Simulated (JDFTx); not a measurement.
NAlCl2H2: single point with LDA

Molecule: NAlCl2H2, in a box.

```
CELL_PARAMETERS angstrom
12.00000 0.00000 0.00000
0.00000 13.00000 0.00000
0.00000 0.00000 12.00000
ATOMIC_POSITIONS crystal
N 0.46551 0.59195 0.48452
Al 0.48779 0.45958 0.49599
Cl 0.60861 0.40351 0.60467
Cl 0.39355 0.35764 0.40100
H 0.50782 0.64559 0.52772
H 0.40870 0.62445 0.43385
```

| Quantity | Value |
| --- | --- |
| Program | JDFTx 1.7.0 (patched build) |
| Task | single point |
| Functional | LDA |
| Potentials or basis | PseudoDojo-SR-LDA-0.4.1-standard with smoothed tails |
| Cutoff | 1143 eV |
| Density cutoff | 4572 eV |
| k mesh | 1 × 1 × 1 |
| Occupations | fixed |
| Spin | no spin polarisation |

| Quantity | Value |
| --- | --- |
| Largest force | 0.657 eV/Å |
| Loewdin charges | N -0.96; Al +1.05; Cl -0.27; H +0.36 e |

Forces on the atoms (eV/Å):
```
N    0.100 -0.647  0.052
Al  -0.003  0.019 -0.002
Cl  -0.178  0.088 -0.160
Cl   0.139  0.162  0.140
H    0.223  0.248  0.224
H   -0.282  0.131 -0.254
```

Wall time 2.4 min on 1 thread of Arm Neoverse V2, with other jobs on the host, peak memory 1.3 GiB.
